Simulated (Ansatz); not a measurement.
Write a Python script for Ansatz's Python interface that makes a comparison of functionals at one structure of Ba, space group Im-3m. Level of theory (first run): PBE, PAW, cutoff 470 eV, 6×6×6 k-points, Fermi-Dirac smearing of 0.05 eV. The script varies functional: pbe, r2scan, revpbe, blyp, lda.

```xyz
1
Lattice="-2.5065 2.5065 2.5065 2.5065 -2.5065 2.5065 2.5065 2.5065 -2.5065" Properties=species:S:1:pos:R:3 pbc="T T T"
Ba    0.0000    0.0000    0.0000
```

`ba.py`:
```python
# -*- coding: utf-8 -*-
"""One structure of Ba under several functionals."""

import csv
import warnings

import ansatz as az
from ase import Atoms

warnings.simplefilter("ignore", az.DeckWarning)

atoms = Atoms(
    ["Ba"],
    scaled_positions=[
        (0.0, 0.0, 0.0),
    ],
    cell=[
        (-2.5065, 2.5065, 2.5065),
        (2.5065, -2.5065, 2.5065),
        (2.5065, 2.5065, -2.5065),
    ],
    pbc=True,
)
cell = az.Crystal.from_ase(atoms)

job = (
    cell.calculation()
    .pseudopotentials("paw")
    .basis(470)
    .kpoints(density=3.1)  # the mesh must be finer for metals
    .occupations("Fermi-Dirac", width=0.05)
    .stress()  # positive in compression
)

rows = []
for value in ["pbe", "r2scan", "revpbe", "blyp", "lda"]:
    rep = job.functional(value).run().report
    rows.append((value, rep["free_energy_ev"] / len(rep["lattice"]["sites"]), rep["n_iterations"], sum(rep["stress_gpa"][i][i] for i in range(3)) / 3, rep["n_kpoints"]))

with open("xc.csv", "w", newline="") as handle:
    writer = csv.writer(handle)
    writer.writerow(["functional", "F/atom (eV)", "iterations", "P (GPa)", "k-points"])
    writer.writerows([round(v, 5) if isinstance(v, float) else v for v in row] for row in rows)
print(open("xc.csv").read())
```

```console
$ python ba.py
functional,F/atom (eV),iterations,P (GPa),k-points
pbe,-5949.53876,6,0.12707,16
r2scan,-5964.46064,6,0.3723,16
revpbe,-5956.40954,6,0.63994,16
blyp,-5968.28757,6,0.55593,16
lda,-5779.53722,6,-1.2003,16
```

What to keep in mind:
- The cutoff lies under the one recommended for these potentials in some of the runs.
- Under the recommended cutoff a pressure can be off by several GPa, even in sign.
- BLYP can be off by several per cent in the lattices of metals, and by several GPa in the pressure at a fixed cell.
- For a metal this k-point mesh is coarse: on a finer one energies can move by several to tens of meV an atom and pressures by half a GPa or more, differences at one mesh by less.
- Of the deposited cell: the entry's cell lengths or inner coordinates differ somewhat from later room-temperature determinations.
- Pressure is positive in compression.
- Total energies of different functionals can't be compared; pressures, moments and gaps at this one structure can.
- The script silences the warnings on its input, which a real study should read.
- Wall time of the script: 2.2 s on 1 thread of AMD EPYC 9R45 96-Core Processor (Zen 5) (shared host), peak memory 0.53 GiB.

(A comment or docstring line of the script was reworded after the run, the code is as it ran; lines on the test bed's own set-up are left out of the output.)
